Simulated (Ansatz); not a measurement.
# Si5PdW: the cost of one run

Computed with Ansatz 0.2.0 (DFT PBE, scalar-relativistic, plane waves, PAW, unless a step names another level, unless a step's input says otherwise).

3 further runs of the same task are left out: 3 set aside as unsound or not needed.

## 1. The structure to begin with

Symmetry: P4/mmm, No. 123, tetragonal system. The conventional cell has a = 3.810 Å, b = 3.810 Å, c = 7.240 Å, α = 90.00°, β = 90.00°, γ = 90.00°. Si (site symmetry 2mm) has 2 Pd at 2.56 Å and 6 Si at 2.69 to 2.70 Å and 2 W at 2.70 Å as nearest neighbours. Si (site symmetry 4/mmm) has 4 W at 2.69 Å and 8 Si at 2.70 Å as nearest neighbours. Pd (site symmetry 4/mmm) has 8 Si at 2.56 Å as nearest neighbours. Around W (site symmetry 4/mmm) lie 12 Si at 2.69 to 2.70 Å.

As a file:

```cif
data_structure
_symmetry_space_group_name_H-M 'P 1'
_symmetry_Int_Tables_number 1
_cell_length_a 3.8096
_cell_length_b 3.8096
_cell_length_c 7.2400
_cell_angle_alpha 90.000
_cell_angle_beta 90.000
_cell_angle_gamma 90.000
_cell_volume 105.08
loop_
_atom_site_label
_atom_site_type_symbol
_atom_site_fract_x
_atom_site_fract_y
_atom_site_fract_z
_atom_site_occupancy
Si1 Si 0.50000 0.00000 0.76381 1
Si2 Si 0.50000 0.00000 0.23619 1
Si3 Si 0.00000 0.50000 0.76381 1
Si4 Si 0.00000 0.50000 0.23619 1
Si5 Si 0.00000 0.00000 0.50000 1
Pd1 Pd 0.00000 0.00000 0.00000 1
W1 W 0.50000 0.50000 0.50000 1
```

It came out lowest among 19 distinct ends of the trial cells. At a tolerance of 0.05 Å it has space group P4/mmm (No. 123).

## 2. Relaxing to 0.001 eV/Å, on the response runs' mesh and smearing

The input, input.yaml:

```yaml
crystal:
  lattice:
    - [3.8096299708, 0.0, 0.0]
    - [0.0, 3.8096299708, 0.0]
    - [0.0, 0.0, 7.2399695721]
  atoms:
    - { symbol: Si, position: [0.5, 0.0, 0.7638060459] }
    - { symbol: Si, position: [0.5, 0.0, 0.2361939541] }
    - { symbol: Si, position: [0.0, 0.5, 0.7638060459] }
    - { symbol: Si, position: [0.0, 0.5, 0.2361939541] }
    - { symbol: Si, position: [0.0, 0.0, 0.5] }
    - { symbol: Pd, position: [0.0, 0.0, 0.0] }
    - { symbol: W, position: [0.5, 0.5, 0.5] }
basis:
  ecutwfc: 420
kpoints:
  mp_grid: { grid: [8, 8, 4] }
hamiltonian:
  xc: pbe
scf:
  occupations: { method: gaussian, width: 0.1 }
output:
  forces: true
  stress: true
  eigenvalues: true
relax:
  adjacent_minimum: "off"
  f_tol: 0.001
  max_steps: 60
  cell: { stress_tol: 0.01 }
```

Command:

```
$ ansatz run input.yaml --threads 3 --pin off --max-ram 7680MiB --backend cpu --events-out ev --progress --plain --runs-dir out
```

What time and memory should one allow on 3 threads of Intel Xeon at 2.70GHz, shared host?

About 16 s, with a peak of 0.53 GiB.
